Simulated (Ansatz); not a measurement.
# Li2ClF: how the settings move a single-point run

How sensitive is a single-point run of Li2ClF to its settings? A reference run comes first, then five runs with altered input. The cell is built on a prototype (ordering on rocksalt) and needn't be the phase found in nature.

Program: Ansatz 0.2.0. Level of theory: reference: DFT, HSE06, plane waves, PAW. These are calculated values, not measurements.

**1. The system as given**

It takes space group P4/mmm (No. 123, tetragonal). Conventional cell: a = 3.343 Å, b = 3.343 Å, c = 4.601 Å, α = 90.00°, β = 90.00°, γ = 90.00°. F (site symmetry 4/mmm) is surrounded by 6 Li at 2.30 to 2.36 Å. Around Li (site symmetry 4/mmm) lie 2 F at 2.30 Å and 4 Cl at 2.36 Å. Cl (site symmetry 4/mmm) is surrounded by 6 Li at 2.30 to 2.36 Å. Li (site symmetry 4/mmm) has 2 Cl at 2.30 Å and 4 F at 2.36 Å as nearest neighbours.

Coordinates:

```cif
data_structure
_symmetry_space_group_name_H-M 'P 1'
_symmetry_Int_Tables_number 1
_cell_length_a 3.3431
_cell_length_b 3.3431
_cell_length_c 4.6013
_cell_angle_alpha 90.000
_cell_angle_beta 90.000
_cell_angle_gamma 90.000
_cell_volume 51.43
loop_
_atom_site_label
_atom_site_type_symbol
_atom_site_fract_x
_atom_site_fract_y
_atom_site_fract_z
_atom_site_occupancy
F1 F 0.00000 0.00000 0.00000 1
Li1 Li 0.00000 0.00000 0.50000 1
Cl1 Cl 0.50000 0.50000 0.50000 1
Li2 Li 0.50000 0.50000 0.00000 1
```

**2. Reference**

input.yaml reads:

```yaml
crystal:
  lattice:
    - [3.3431460528, 0.0, 0.0]
    - [0.0, 3.3431460528, 0.0]
    - [0.0, 0.0, 4.6012771269]
  atoms:
    - { symbol: F, position: [0.0, 0.0, 0.0] }
    - { symbol: Li, position: [0.0, 0.0, 0.5] }
    - { symbol: Cl, position: [0.5, 0.5, 0.5] }
    - { symbol: Li, position: [0.5, 0.5, 0.0] }
kpoints:
  mp_grid: { grid: [4, 4, 4] }
hamiltonian:
  xc: hse06
scf:
  occupations: { method: fixed }
  n_extra_bands: 5
output:
  forces: true
  stress: true
  eigenvalues: true
  write_density: true
  write_potential: true
  elf: true
  volumetric_format: npy
```

Run with:

```
$ ansatz run input.yaml --threads 4 --pin off --max-ram 3686MiB --backend cpu --events-out ev --progress --plain --runs-dir out
```

**3. Changing settings: mp_grid.grid [6, 6, 4], xc r2scan, ecutwfc 500**

input.yaml, as its differences from that of step 2:

```diff
@@ -11,5 +11,5 @@
 kpoints:
-  mp_grid: { grid: [4, 4, 4] }
+  mp_grid: { grid: [6, 6, 4] }
 hamiltonian:
-  xc: hse06
+  xc: r2scan
 scf:
@@ -21,5 +21,3 @@
   eigenvalues: true
-  write_density: true
-  write_potential: true
-  elf: true
-  volumetric_format: npy
+basis:
+  ecutwfc: 500
```

**4. Changed: mp_grid.grid [6, 6, 4], xc r2scan**

input.yaml, as its differences from that of step 2:

```diff
@@ -11,5 +11,5 @@
 kpoints:
-  mp_grid: { grid: [4, 4, 4] }
+  mp_grid: { grid: [6, 6, 4] }
 hamiltonian:
-  xc: hse06
+  xc: r2scan
 scf:
@@ -21,5 +21 @@
   eigenvalues: true
-  write_density: true
-  write_potential: true
-  elf: true
-  volumetric_format: npy
```

**5. Changing settings: exchange pbe, correlation pbe, coeff 0.15, omega 0.5**

input.yaml, as its differences from that of step 2:

```diff
@@ -13,3 +13,3 @@
 hamiltonian:
-  xc: hse06
+  xc: { exchange: pbe, correlation: pbe, exx: { coeff: 0.15, omega: 0.5 } }
 scf:
@@ -21,5 +21 @@
   eigenvalues: true
-  write_density: true
-  write_potential: true
-  elf: true
-  volumetric_format: npy
```

**6. Variant: exchange pbe, correlation pbe, coeff 0.4, omega 0.2078**

input.yaml, as its differences from that of step 2:

```diff
@@ -13,3 +13,6 @@
 hamiltonian:
-  xc: hse06
+  xc:
+    exchange: pbe
+    correlation: pbe
+    exx: { coeff: 0.4, omega: 0.2078 }
 scf:
@@ -21,5 +24 @@
   eigenvalues: true
-  write_density: true
-  write_potential: true
-  elf: true
-  volumetric_format: npy
```

**7. Changing settings: occupations.method fermi_dirac, occupations.width 0.2**

input.yaml, as its differences from that of step 2:

```diff
@@ -15,3 +15,3 @@
 scf:
-  occupations: { method: fixed }
+  occupations: { method: fermi_dirac, width: 0.2 }
   n_extra_bands: 5
@@ -21,5 +21 @@
   eigenvalues: true
-  write_density: true
-  write_potential: true
-  elf: true
-  volumetric_format: npy
```

Before running it: what results should come out? Wanted: for each run, ending; energy change; pressure; gap; force.

As calculated:

```csv
run,ending,energy change,pressure (GPa),gap (eV),force (eV/Å),cycles,time
reference,converged,0,0.3,8.06,0.00,12,7.4 s
"1: mp_grid.grid [6, 6, 4], xc r2scan, ecutwfc 500",converged,not comparable,0.0,7.31,0.00,6,1.2 s
"2: mp_grid.grid [6, 6, 4], xc r2scan",converged,not comparable,0.0,7.31,0.00,6,1.2 s
"3: exchange pbe, correlation pbe, coeff 0.15, omega 0.5",converged,not comparable,0.9,7.08,0.00,10,6.9 s
"4: exchange pbe, correlation pbe, coeff 0.4, omega 0.2078",converged,not comparable,-0.3,8.95,0.00,12,6.6 s
"5: occupations.method fermi_dirac, occupations.width 0.2",converged,0.0 meV/atom (σ→0),0.3,8.06,0.00,12,7.1 s
```

Times don't compare one to one where runs were asked for different outputs or read a saved state (see the inputs); cycles may leave out searches for a lower state.

Residual by cycle in the longest SCF loop of each run; runs are numbered as in the table. The quantity is the density residual dr2, in eV.

```csv
cycle,reference,run 1,run 2,run 3,run 4,run 5
1,0.021,0.0287,0.0287,0.00741,0.0462,0.0288
2,0.00401,0.00583,0.00583,0.00232,0.0084,0.00539
3,0.00107,6.8e-4,6.8e-4,2.9e-4,0.00299,0.00101
4,1.8e-4,2.0e-5,2.0e-5,7.9e-5,4.0e-4,2.4e-4
5,2.5e-5,7.2e-7,7.2e-7,7.6e-6,3.2e-4,3.3e-5
6,7.1e-5,9.2e-8,9.2e-8,1.7e-7,1.1e-6,1.1e-4
7,6.9e-7,-,-,-,-,1.4e-6
```

What this shows: «occupations.method fermi_dirac, occupations.width 0.2» leaves the energy as it was. Of the variants the dearest is «occupations.method fermi_dirac, occupations.width 0.2» (7.1 s), the cheapest «mp_grid.grid [6, 6, 4], xc r2scan» (1.2 s), on a shared host.
